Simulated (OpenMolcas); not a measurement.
# Ta³⁺ among point charges: CASSCF and CASPT2 levels and susceptibility

Aim: the splitting of the states of Ta³⁺ in the field of 6 point charges, its lowest levels with spin-orbit coupling and its magnetic susceptibility.

The numbers are computed with OpenMolcas 26.06 (state-averaged CASSCF and CASPT2, spin-orbit coupling by RASSI with atomic mean-field integrals), except any that are marked as measured or tabulated.

### Step 1. What is computed

| Item | Value |
| --- | --- |
| Species | Ta³⁺ (tantalum, Z = 73, 70 electrons) |
| Basis | ANO-RCC-VDZP [7s6p4d2f1g], 68 functions |
| Scalar Hamiltonian | DKH2, point nucleus |
| Inactive shells | 1s 2s 2p 3s 3p 3d 4s 4p 4d 4f 5s 5p |
| Active space | 2 electrons in 5 orbitals (5d) |
| Some configurations of this space | 5d2 |
| Orbitals | optimised for each spin and parity, averaged over all roots |

Outer shells as boxes (Hund's rule):

5d2
```
5d [↑ ][↑ ][  ][  ][  ]
```

The ion sits among 6 point charges of -0.65 e arranged as a trigonal antiprism (D3d), 2.17 Å from the ion, with a polar angle of 61.9° against the regular 54.74°.

Each step is its own input file, run in one work folder so that later steps find the files of earlier ones. Labels, J, g values, rates, χT and fits are worked out afterwards by a script from the matrices that RASSI stores. The input lists half of the charges; inversion (Group=XYZ) makes the rest.

### Step 2. One- and two-electron integrals

File a.inp:

```
&GATEWAY
Coord
1

Ta 0.0 0.0 0.0
Basis=ANO-RCC-VDZP
Group=XYZ
NoMove
AngMom=0.0 0.0 0.0
AMFI
XField
3 Angstrom 0
0.000000 1.913345 1.023724 -0.650000
1.657005 -0.956672 1.023724 -0.650000
1.657005 0.956672 -1.023724 -0.650000
&SEWARD
```

The run is started by

```
$ OMP_NUM_THREADS=1 MOLCAS_MEM=1689 MOLCAS_PROJECT=a pymolcas a.inp > a.log
```

The log of the run:

```text
Basis set label: TA.ANO-RCC...7S6P4D2F1G.

      Electronic valence basis set:
      ------------------
      Associated Effective Charge  73.000000 au
      Associated Actual Charge     73.000000 au
      Nuclear Model: Point charge

      Shell  nPrim  nBasis  Cartesian Spherical Contaminant
         s      24       7        X
         p      21       6        X
         d      15       4                 X
         f      11       2                 X
         g       4       1                 X
                  Relativistic Douglas-Kroll-Hess integrals:
                    - DKH order of Hamiltonian: 2
                    - DKH order of Properties : 0
                  Atomic mean-field integrals
```

### Step 3. Reference wave functions, triplets of even parity, 10 roots

File a.inp:

```
&RASSCF
FileOrb=start.orb
Symmetry=1
Spin=3
nActEl=2 0 0
Inactive=15 19
Ras2=5 0
CIRoot=10 10 1
SDav=10
CIMx=300
Iter=120 100
PrWF=0.3
OrbListing=Nothing
MaxOrb=0
>>> COPY $Project.JobIph JOB001
```

The run is started by

```
$ OMP_NUM_THREADS=1 MOLCAS_MEM=1689 MOLCAS_PROJECT=a pymolcas a.inp > a.log
```

start.orb holds the contracted functions of the basis, ordered by shell, or the orbitals of the step before.

The log of the run (excerpt; [...] marks lines left out):

```text
[...]
      Number of active orbitals                  5
[...]
      Spin quantum number                      1.0
[...]
      Active orbitals                            5   0
[...]
      Number of CSFs                            10
      Number of root(s) required                10
[...]
      Convergence after 12 iterations
[...]
      Natural orbitals and occupation numbers for root  1
      sym 1:   0.962259  -0.000000   0.962259   0.037741   0.037741
      Natural orbitals and occupation numbers for root  2
      sym 1:   0.037741   0.000000   0.962259   0.037741   0.962259
      Natural orbitals and occupation numbers for root  3
      sym 1:   0.999971   0.000029  -0.000000   0.000029   0.999971
::    RASSCF root number  1 Total energy: -15591.16437907
::    RASSCF root number  2 Total energy: -15591.16437907
::    RASSCF root number  3 Total energy: -15591.16222816
[...]
::    RASSCF root number  7 Total energy: -15591.11716271
::    RASSCF root number  8 Total energy: -15591.10086296
::    RASSCF root number  9 Total energy: -15591.10086294
::    RASSCF root number 10 Total energy: -15591.07725978
```

### Step 4. Reference wave functions, singlets of even parity, 15 roots

File a.inp:

```
&RASSCF
FileOrb=start.orb
Symmetry=1
Spin=1
nActEl=2 0 0
Inactive=15 19
Ras2=5 0
CIRoot=15 15 1
SDav=15
CIMx=300
Iter=120 100
PrWF=0.3
OrbListing=Nothing
MaxOrb=0
>>> COPY $Project.JobIph JOB002
```

The log of the run (excerpt; [...] marks lines left out):

```text
[...]
      Number of active orbitals                  5
[...]
      Spin quantum number                      0.0
[...]
      Active orbitals                            5   0
[...]
      Number of CSFs                            15
      Number of root(s) required                15
[...]
      Convergence after  9 iterations
[...]
      Natural orbitals and occupation numbers for root  1
      sym 1:   0.239859   0.047654   0.604691   0.000012   1.107783
      Natural orbitals and occupation numbers for root  2
      sym 1:   0.901913   0.000000   0.905942   0.095425   0.096720
      Natural orbitals and occupation numbers for root  3
      sym 1:   0.145193   0.009680   1.690253   0.009680   0.145194
::    RASSCF root number  1 Total energy: -15591.12866313
::    RASSCF root number  2 Total energy: -15591.12866312
::    RASSCF root number  3 Total energy: -15591.11700902
[...]
::    RASSCF root number 12 Total energy: -15591.07246320
::    RASSCF root number 13 Total energy: -15591.05033863
::    RASSCF root number 14 Total energy: -15591.05033862
::    RASSCF root number 15 Total energy: -15590.97982909
```

### Step 5. RASSI: spin-orbit coupling between the states

File a.inp:

```
&RASSI
NrOfJobIphs=2 10 15
1 2 3 4 5 6 7 8 9 10
1 2 3 4 5 6 7 8 9 10 11 12 13 14 15
IphNames
JOB001
JOB002
EJob
SpinOrbit
DIPRint=1.0
SOCoupling=1000.0
Subsets=2
Property=9
'ANGMOM' 1 'ANGMOM' 2 'ANGMOM' 3 'MLTPL  1' 1 'MLTPL  1' 2 'MLTPL  1' 3
'AMFI' 1 'AMFI' 2 'AMFI' 3
SOProperty=3
'ANGMOM' 1 'ANGMOM' 2 'ANGMOM' 3
```

The log of the run (excerpt; [...] marks lines left out):

```text
SPIN-FREE ENERGIES:
  (Shifted by EMIN (a.u.) =     -15591.1643790706)
 SF State       Relative EMIN(au)   Rel lowest level(eV)    D:o, cm**(-1)      L_eff
     1             0.0000000000        0.0000000000              0.0000         2.9
     2             0.0000000039        0.0000001066              0.0009         2.9
     3             0.0021509128        0.0585293182            472.0708         3.0
     4             0.0215413827        0.5861708844           4727.7870         2.9
     5             0.0215413945        0.5861712053           4727.7896         2.9
     6             0.0296832177        0.8077215007           6514.7133         3.0
    11             0.0357159428        0.9718803138           7838.7434         2.6
    12             0.0357159471        0.9718804316           7838.7443         2.6
     7             0.0472163570        1.2848225266          10362.7925         2.8
    13             0.0473700466        1.2890046336          10396.5235         3.4
[...]
Eigenvalues of complex Hamiltonian:
   -----------------------------------
  (Shifted by EMIN (a.u.) =     -15591.1643790706)
 SO State       Relative EMIN(au)   Rel lowest level(eV)    D:o, cm**(-1)     J-value
     1            -0.0198053697        0.0000000000              0.0000         1.7
     2            -0.0198053662        0.0000000949              0.0008         1.7
     3            -0.0189545642        0.0231515971            186.7302         1.8
     4            -0.0154573121        0.1183166762            954.2884         1.8
     5            -0.0154573093        0.1183167521            954.2890         1.8
     6            -0.0003579134        0.5291922453           4268.2233         2.6
     7             0.0043882173        0.6583410416           5309.8786         2.7
     8             0.0043882186        0.6583410760           5309.8789         2.7
     9             0.0120642089        0.8672154126           6994.5640         2.5
    10             0.0120642099        0.8672154419           6994.5643         2.5
    11             0.0123730748        0.8756200841           7062.3523         3.0
[...]
```

Time for these steps: 3.9 s (1 thread of AMD EPYC 9R45 (Zen 5), shared host).

Spin-free states, with their symmetry labels:

| state | degeneracy | E (cm-1) | free-ion L (%) |
| --- | --- | --- | --- |
| 3E | 2 | 0 | F (92) |
| 3A2 | 1 | 472 | F (100) |
| 3E | 2 | 4728 | F (98) |
| 3A1 | 1 | 6515 | F (100) |
| 1E | 2 | 7839 | D (77) |
| 3A2 | 1 | 10363 | F (90) |
| 1A1 | 1 | 10397 | G (64) |
| 1E | 2 | 11515 | D (65) |
| 3E | 2 | 13940 | P (90) |
| 1E | 2 | 15426 | G (85) |
| 1A1 | 1 | 16949 | D (63) |
| 1A1 | 1 | 19023 | G (92) |
| 3A2 | 1 | 19120 | P (90) |
| 1E | 2 | 19217 | G (80) |
| 1A2 | 1 | 20173 | G (100) |
| 1E | 2 | 25029 | G (78) |
| 1A1 | 1 | 40504 | S (90) |

With spin-orbit coupling:

| E (cm-1) | Degeneracy | Label | 2S+1 | g |
| --- | --- | --- | --- | --- |
| 0.0 | 2 | E | 3 | 0.00 0.00 0.42 |
| 186.7 | 1 | A1 | 3 |  |
| 954.3 | 2 | E | 3 | 0.00 0.00 2.28 |
| 4268 | 1 | A2 | 3 |  |
| 5310 | 2 | E | 3 | 0.00 0.00 0.76 |
| 6995 | 2 | E | 3 | 0.00 0.00 0.79 |
| 7062 | 1 | A1 | 3 |  |
| 8533 | 1 | A1 | 3 |  |
| 8682 | 1 | A2 | 3 |  |
| 9945 | 2 | E | 3 | 0.00 0.00 3.22 |
| 11490 | 2 | E | 3 | 0.00 0.00 0.79 |
| 12072 | 1 | A2 | 3 |  |
| 12755 | 2 | E | 1 | 0.00 0.00 3.14 |
| 13896 | 1 | A1 | 1 |  |
| 14749 | 2 | E | 3 | 0.00 0.00 3.29 |
| 15365 | 1 | A1 | 3 |  |
| 15940 | 2 | E | 3 | 0.00 0.00 5.43 |
| 17045 | 1 | A2 | 3 |  |
| 17586 | 1 | A1 | 3 |  |
| 19160 | 2 | E | 3 | 0.00 0.00 1.78 |
| 19752 | 2 | E | 3 | 0.00 0.00 0.40 |
| 19780 | 1 | A1 | 1 |  |
| 21925 | 2 | E | 3 | 0.00 0.00 3.24 |
| 22950 | 2 | E | 1 | 0.00 0.00 0.39 |

Principal g values are given for doublets only; a zero marks a field direction without first-order Zeeman splitting.

Powder χT (cm³ K/mol): 0.01 at 2 K, 0.01 at 5 K, 0.01 at 10 K, 0.02 at 20 K, 0.03 at 50 K, 0.05 at 100 K, 0.07 at 150 K, 0.09 at 200 K, 0.11 at 250 K, 0.12 at 300 K.

Orbitals of the lowest block (energies include the constant potential of the surroundings):

| shell | space | energy (hartree) | mean occupation | ⟨r²⟩ (bohr²) |
| --- | --- | --- | --- | --- |
| 1s | inactive | -2485.9471 | 2.000 | 0.000446 |
| 2s | inactive | -432.5688 | 2.000 | 0.00729 |
| 2p | inactive | -380.4745 | 6.000 | 0.00601 |
| 3s | inactive | -101.4123 | 2.000 | 0.0477 |
| 3p | inactive | -85.5296 | 6.000 | 0.0483 |
| 3d | inactive | -66.2674 | 10.000 | 0.0404 |
| 4s | inactive | -21.9120 | 2.000 | 0.238 |
| 4p | inactive | -16.5780 | 6.000 | 0.270 |
| 4d | inactive | -9.4796 | 10.000 | 0.318 |
| 4f | inactive | -1.5861 | 14.000 | 0.493 |
| 5s | inactive | -3.2860 | 2.000 | 1.40 |
| 5p | inactive | -1.8585 | 6.000 | 1.87 |
| 5d | RAS2 |  | 2.000 | 4.47 |

### Step 6. CASPT2: IPEA 0.25, imaginary shift 0.1 (closed shells correlated: 4f 5s 5p)

File a.inp:

```
>>> COPY JOB001 $Project.JobIph
&CASPT2
Multistate=10 1 2 3 4 5 6 7 8 9 10
NoMult
Frozen=14 9
IPEA=0.25
Imaginary=0.1
MaxIter=60
WThr=0.0 0.3 0.05
PrWF=0.5
NoMix
>>> COPY JOB002 $Project.JobIph
&CASPT2
Multistate=15 1 2 3 4 5 6 7 8 9 10 11 12 13 14 15
NoMult
Frozen=14 9
IPEA=0.25
Imaginary=0.1
MaxIter=60
WThr=0.0 0.3 0.05
PrWF=0.5
NoMix
```

The run is started by

```
$ OMP_NUM_THREADS=1 MOLCAS_MEM=1689 MOLCAS_PROJECT=a pymolcas a.inp > a.log
```

The log of the run (excerpt; [...] marks lines left out):

```text
[...]
      Active orbitals                            5   0
[...]
      E2 (Variational):          -0.8502368301
      Total energy:          -15592.0146159007
[...]
::    CASPT2 Root  1     Total energy: -15592.01461590
::    CASPT2 Root  2     Total energy: -15592.01484347
[...]
::    CASPT2 Root 12     Total energy: -15591.92708891
::    CASPT2 Root 13     Total energy: -15591.90544073
::    CASPT2 Root 14     Total energy: -15591.90540492
::    CASPT2 Root 15     Total energy: -15591.85390235
```

Time for this run: 2.6 s (1 thread of AMD EPYC 9R45 (Zen 5), shared host).

SS-CASPT2: lowest energy less the reference's lowest, -0.8504 hartree; reference weights 0.891 to 0.915.

States without spin-orbit coupling:

| state | degeneracy | E (cm-1) | free-ion L (%) |
| --- | --- | --- | --- |
| 3E | 2 | 0 | F (92) |
| 3A2 | 1 | 745 | F (100) |
| 3E | 2 | 4676 | F (98) |
| 1E | 2 | 6242 | D (77) |
| 3A1 | 1 | 6403 | F (100) |
| 1A1 | 1 | 9550 | G (64) |
| 1E | 2 | 9918 | D (65) |
| 3A2 | 1 | 10350 | F (90) |
| 3E | 2 | 12597 | P (90) |
| 1E | 2 | 14454 | G (85) |
| 1A1 | 1 | 14744 | D (63) |
| 1A1 | 1 | 17636 | G (92) |
| 1E | 2 | 17800 | G (80) |
| 3A2 | 1 | 18001 | P (90) |
| 1A2 | 1 | 19235 | G (100) |
| 1E | 2 | 23990 | G (78) |
| 1A1 | 1 | 35298 | S (90) |

With spin-orbit coupling:

```tsv
E (cm-1)	Degeneracy	Label	2S+1	g
0	2	E	3	0.00 0.00 0.37
230	1	A1	3	
830	2	E	3	0.00 0.00 2.38
4290	1	A2	3	
5440	2	E	3	0.00 0.00 0.89
6770	2	E	3	0.00 0.00 0.86
7140	1	A1	3	
8470	1	A1	3	
8640	1	A2	3	
9800	2	E	3	0.00 0.00 3.00
11250	2	E	3	0.00 0.00 0.37
11630	2	E	1	0.00 0.00 3.10
11970	1	A2	3	
13420	1	A1	1	
13680	2	E	3	0.00 0.00 2.70
14010	1	A1	3	
15580	2	E	3	0.00 0.00 5.94
15750	1	A2	3	
17050	1	A1	3	
17890	2	E	3	0.00 0.00 1.86
18220	1	A1	1	
18760	2	E	3	0.00 0.00 0.94
20850	2	E	1	0.00 0.00 2.39
21720	2	E	1	0.00 0.00 0.49
```

Powder χT (cm³ K/mol): 0.01 at 2 K, 0.01 at 5 K, 0.01 at 10 K, 0.01 at 20 K, 0.03 at 50 K, 0.05 at 100 K, 0.08 at 150 K, 0.09 at 200 K, 0.11 at 250 K, 0.13 at 300 K.

### Step 7. The methods side by side

A. CASSCF
B. SS-CASPT2, IPEA 0.25, imaginary shift 0.1 (closed shells correlated: 4f 5s 5p)

| method | ground state | first state of that spin (cm-1) | first gap with spin-orbit (cm-1) | χT at 300 K |
| --- | --- | --- | --- | --- |
| A | 3E | 3A2 472.1 | 186.7 | 0.12 |
| B | 3E | 3A2 744.5 | 234.7 | 0.13 |

### Step 8. What came out

```
                                            quantity                                                                           value
                                              method  SS-CASPT2, IPEA 0.25, imaginary shift 0.1 (closed shells correlated: 4f 5s 5p)
                              spin-free ground state                                                  3E, 2-fold in its orbital part
first state of the same spin within the active space                                                                 3A2 at 745 cm⁻¹
                                        lowest level                                                  2-fold E, g = 0.00, 0.00, 0.37
                                          next level                                                                      234.7 cm⁻¹
                                         χT at 300 K                                                                  0.13 cm³ K/mol
                           effective moment at 300 K                                                                         1.01 μB
```

Cost by method:

| method | time of its own steps | time with the reference |
| --- | --- | --- |
| A. CASSCF | 3.9 s | 3.9 s |
| B. SS-CASPT2, IPEA 0.25, imaginary shift 0.1, +4f 5s 5p | 2.6 s | 6.5 s |

Times are of one thread on a shared host.

**Reading.** The spin-free ground state (3E) comes to 92 % from free-ion F terms and keeps the highest spin of the shell. χT at 300 K is 0.13, against 1.00 cm³ K/mol for the spin alone, so spin-orbit coupling lowers it. CASPT2 does not keep the components of a term degenerate, and the means are used. The field of point charges can differ much from that of real complexes. This is an electrostatic model: the charges have no orbitals.
